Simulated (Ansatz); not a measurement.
# Br− with SiH₄: structure and interaction energy

The task here is to estimate one member of a computed series from the others.

Computed with Ansatz 0.2.0, Gaussian basis. Level: PBE0-D4 structure, single points in def2-TZVPPD.

Levels: PBE-D4, revPBE-D4, BLYP-D4, r2SCAN-D4, B97M-V, PBE0-D4, B3LYP-D4, HSE06-D4, wB97X-V, wB97M-V, B2PLYP, Hartree-Fock, MP2, CCSD, CCSD(T). The reference is CCSD(T) extrapolated to the basis limit. For elements past Ar these valence bases correlate outer-core shells poorly and lack relativity, so that limit is rough.

Correlated methods freeze the cores. Filled d shells of the heavier atoms are correlated. B3LYP uses VWN-RPA correlation. B2PLYP carries no dispersion term here.

163 further runs of the same task are left out: 163 set aside as unsound or not needed.

**The starting structure**

The pair, from a GFN2-xTB docking trial: 6 atoms, charge -1, spin multiplicity 1.

Atoms are counted from 1 here; the program's logs count them from 0.

Bond lengths: Si2–H3 1.458 Å, Si2–H4 1.458 Å, Si2–H5 1.539 Å, Si2–H6 1.461 Å. Angles: H3–Si2–H4 117.9°, H3–Si2–H5 98.2°, H3–Si2–H6 118.7°, H4–Si2–H5 97.2°, H4–Si2–H6 118.2°, H5–Si2–H6 97.6°.

As a file:

```
Br   -0.1279    1.1070   -2.1049
Si    0.0160   -0.1355    0.2506
H     1.1551   -0.7846   -0.3868
H     0.1950    1.2250    0.7444
H     0.0931   -0.8469    1.6127
H    -1.3313   -0.5650   -0.1160
```

Atoms 1 to 1 are fragment A (Br−), the rest fragment B (SiH₄).

Set-up of the first run:

Input file pre/in.yaml:

```yaml
crystal:
  periodic: [false, false, false]
  atoms:
    - {symbol: Br, position_ang: [-0.127900, 1.107000, -2.104900]}
    - {symbol: Si, position_ang: [0.016000, -0.135500, 0.250600]}
    - {symbol: H, position_ang: [1.155100, -0.784600, -0.386800]}
    - {symbol: H, position_ang: [0.195000, 1.225000, 0.744400]}
    - {symbol: H, position_ang: [0.093100, -0.846900, 1.612700]}
    - {symbol: H, position_ang: [-1.331300, -0.565000, -0.116000]}
basis:
  gaussian: {orbitals: def2-SVPD}
total_charge: -1
hamiltonian: {xc: pbe, dispersion: d4}
relax: {f_tol: 0.03, max_steps: 250}
```

On the command line:

```bash
> ansatz run in.yaml --threads 2 --pin off --events-out ev --progress --plain --max-ram 5222MiB
```

Among the steps run: A first relaxation in a small basis; Relaxation at PBE0-D4; wB97X-V/def2-TZVPPD; wB97M-V/def2-TZVPPD; B2PLYP/def2-TZVPPD; B97M-V/def2-TZVPPD; CCSD(T)/def2-TZVPPD; MP2/def2-QZVPPD; Hartree-Fock/STO-3G; SPW92/def2-SVP; wB97M-V/def2-SVP; CCSD(T)/def2-SVP; Vibrations of the pair.

One of the session's tables, all rows but one given; the rest of the session is left out.

| method | interaction (kJ/mol) |
| --- | --- |
| PBE-D4 | -41.53 |
| revPBE-D4 | -39.68 |
| BLYP-D4 | ? |
| r2SCAN-D4 | -38.91 |
| B97M-V | -38.41 |
| PBE0-D4 | -40.73 |
| B3LYP-D4 | -35.52 |
| HSE06-D4 | -40.76 |
| wB97X-V | -36.90 |
| wB97M-V | -39.20 |
| B2PLYP | -29.28 |
| Hartree-Fock | -16.82 |
| MP2 | -34.43 |
| CCSD | -30.36 |
| CCSD(T) | -32.59 |
| CCSD(T)/CBS | -38.57 |

**Question.** Estimate the row for BLYP-D4.

**Answer.** interaction (kJ/mol): -34.50. In the column «interaction (kJ/mol)» it lies between B3LYP-D4 (-35.52) and MP2 (-34.43).

Among the levels timed on like hardware and quicker than the yardstick, those that no quicker one beats, quickest first: PBE-D4 (2.8 s, -2.95 kJ/mol); revPBE-D4 (2.8 s, -1.11 kJ/mol); r2SCAN-D4 (4.3 s, -0.34 kJ/mol); B97M-V (9.5 s, +0.16 kJ/mol).

B97M-V reaches 0.16 kJ/mol from the reference in 9.5 s, where CCSD(T)/CBS took 48 s; the quickest level in the cost chart, PBE-D4, takes 2.8 s and misses by 2.95 kJ/mol.

To keep in mind: A lower arrangement may exist.
